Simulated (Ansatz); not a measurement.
# CH6BNO2 (SMILES OBNCO) at B3LYP/6-31G(d) (spherical functions)

What is the vertical singlet–triplet gap of CH6BNO2 at B3LYP/6-31G* (spherical functions)? 

The calculation is run with Ansatz 0.2.0.

112 further runs of the same task are left out: 112 set aside as unsound or not needed.

**1. The structure to begin with**

CH6BNO2 has 11 atoms, charge 0, and is taken as a singlet. SMILES: `OBNCO`. The coordinates come from a PBE0-D4/def2-TZVP relaxation. This is a higher conformer, about 10 kJ/mol above the lowest found by a separate search.

Bond lengths: O1–B2 1.362 Å, B2–N3 1.416 Å, N3–C4 1.423 Å, C4–O5 1.424 Å, O1–H6 0.965 Å, B2–H7 1.197 Å, N3–H8 1.004 Å, C4–H9 1.100 Å, C4–H10 1.096 Å, O5–H11 0.962 Å. Some angles: O1–B2–N3 121.8°, B2–N3–C4 124.5°, N3–C4–O5 109.1°, O1–B2–H7 118.8°, N3–B2–H7 119.3°, B2–O1–H6 111.4°, B2–N3–H8 119.6°, C4–N3–H8 115.8°, N3–C4–H9 110.6°, N3–C4–H10 109.5°.

**2. The energy at B3LYP/6-31G(d) (spherical functions)**

Contents of in.yaml:

```yaml
crystal:
  periodic: [false, false, false]
  atoms:
    - symbol: O
      position_ang: [-0.365300, 1.867300, 0.524000]
    - symbol: B
      position_ang: [-0.151000, 0.776300, 1.310700]
    - symbol: "N"
      position_ang: [0.041300, -0.514500, 0.761600]
    - symbol: C
      position_ang: [-0.074500, -0.827100, -0.621300]
    - symbol: O
      position_ang: [0.833500, -0.016400, -1.360600]
    - symbol: H
      position_ang: [-0.145900, 1.684700, -0.397300]
    - symbol: H
      position_ang: [-0.135500, 0.915900, 2.499600]
    - symbol: H
      position_ang: [0.344000, -1.265700, 1.354800]
    - symbol: H
      position_ang: [-1.095800, -0.629000, -0.978300]
    - symbol: H
      position_ang: [0.142100, -1.890000, -0.774600]
    - symbol: H
      position_ang: [0.672700, -0.158500, -2.298200]
basis:
  gaussian:
    orbitals: 6-31G_st_-spherical.json
hamiltonian:
  xc: {name: B3LYP}
accuracy: high
output: {orbitals: {seedname: orbitals}}
```

The basis set 6-31G* is read from a file made from the Basis Set Exchange's data (not shown).

On the command line:

```sh
$ ansatz run in.yaml --threads 1 --pin off --max-ram 3480MiB --events-out events.jsonl --progress --plain --runs-dir runs
```

Standard output:

```text
Warning: RAYON_NUM_THREADS=1 ignored (pool sized by the plan → 1); use --threads N
Functional definition: B3LYP
  name "B3LYP"
  parameter a0 = 0.2
  parameter ax = 0.72
  parameter ac = 0.81
  exchange = (1 - a0 - ax)*slater_x + ax*b88_x + a0*exact_x
  correlation = (1 - ac)*vwn_rpa_c + ac*lyp_c
2001 factors; integrals over basis functions are off by at most 3.2e-9 eV
mean field evaluation 1: about -7387.8581 eV, gradient 6.9e1 eV
mean field evaluation 2: about -7379.6616 eV, gradient 9.6e1 eV
mean field evaluation 4: about -7396.5525 eV, gradient 3.3e0 eV
mean field evaluation 8: about -7396.8273 eV, gradient 1.8e-1 eV
mean field evaluation 16: about -7396.8274 eV, gradient 7.2e-5 eV
mean field -7396.82739990 eV, -271.8283931966 hartree, gradient 8.3e-8 eV, S^2 0.000000; 0 other end points of the search recorded, 0 dependent functions left out
reference -7396.82743588 eV, -271.8283945189 hartree; 20, 20 occupied and 62, 62 virtual orbitals, 2001 factors
Total energy: -7396.82743588 eV, -271.8283945189 hartree
```

It took 8.1 s on 1 thread of Arm Neoverse V1, shared host; peak memory 0.28 GiB.

**3. The triplet**

Contents of run.yaml:

```yaml
basis:
  gaussian: {orbitals: 6-31G_st_-spherical.json}
crystal:
  periodic: [false, false, false]
  atoms:
    - {symbol: O, position_ang: [-0.365300, 1.867300, 0.524000]}
    - {symbol: B, position_ang: [-0.151000, 0.776300, 1.310700]}
    - {symbol: N, position_ang: [0.041300, -0.514500, 0.761600]}
    - {symbol: C, position_ang: [-0.074500, -0.827100, -0.621300]}
    - {symbol: O, position_ang: [0.833500, -0.016400, -1.360600]}
    - {symbol: H, position_ang: [-0.145900, 1.684700, -0.397300]}
    - {symbol: H, position_ang: [-0.135500, 0.915900, 2.499600]}
    - {symbol: H, position_ang: [0.344000, -1.265700, 1.354800]}
    - {symbol: H, position_ang: [-1.095800, -0.629000, -0.978300]}
    - {symbol: H, position_ang: [0.142100, -1.890000, -0.774600]}
    - {symbol: H, position_ang: [0.672700, -0.158500, -2.298200]}
magnetization: {spin_polarized: true, initial_magnetization: 2}
hamiltonian: {xc: {name: B3LYP}}
accuracy: high
output: {orbitals: {seedname: orbitals}}
```

The basis set 6-31G* is read from a file made from the Basis Set Exchange's data (not shown).

On the command line:

```sh
$ ansatz run run.yaml --threads 1 --pin off --max-ram 3480MiB --events-out events.jsonl --progress --plain --runs-dir runs
```

Standard output:

```text
Warning: RAYON_NUM_THREADS=1 ignored (pool sized by the plan → 1); use --threads N
Functional definition: B3LYP
  name "B3LYP"
  parameter a0 = 0.2
  parameter ax = 0.72
  parameter ac = 0.81
  exchange = (1 - a0 - ax)*slater_x + ax*b88_x + a0*exact_x
  correlation = (1 - ac)*vwn_rpa_c + ac*lyp_c
2002 factors; integrals over basis functions are off by at most 3.2e-9 eV
mean field evaluation 1: about -7379.7168 eV, gradient 4.6e1 eV
mean field evaluation 2: about -7344.4241 eV, gradient 9.4e1 eV
mean field evaluation 4: about -7388.6372 eV, gradient 1.6e1 eV
mean field evaluation 8: about -7389.8733 eV, gradient 1.2e0 eV
mean field evaluation 16: about -7390.1816 eV, gradient 3.9e-2 eV
mean field evaluation 32: about -7390.1816 eV, gradient 1.8e-5 eV
mean field -7390.18158027 eV, -271.5841638300 hartree, gradient 4.5e-8 eV, S^2 2.005375; 2 other end points of the search recorded, 0 dependent functions left out
reference -7390.18161688 eV, -271.5841651755 hartree; 21, 19 occupied and 61, 63 virtual orbitals, 2002 factors
Total energy: -7390.18161688 eV, -271.5841651755 hartree
```

Wall time 22 s (1 thread of Arm Neoverse V1, shared host); peak memory 0.4 GiB.

**4. Results**

At B3LYP/6-31G* (spherical functions):

| quantity | value |
| --- | --- |
| singlet: total energy | -271.82839 Eh |
| singlet: HOMO energy | -6.97 eV |
| singlet: LUMO energy | 1.22 eV |
| singlet: HOMO–LUMO gap | 8.18 eV |
| triplet: total energy | -271.58417 Eh |
| triplet: HOMO energy (highest over α and β) | -0.65 eV |
| triplet: ⟨S²⟩ | 2.005 |
| vertical energy of the triplet above the singlet | 6.646 eV |

At this shape the triplet lies 6.65 eV (153 kcal/mol) above the singlet.
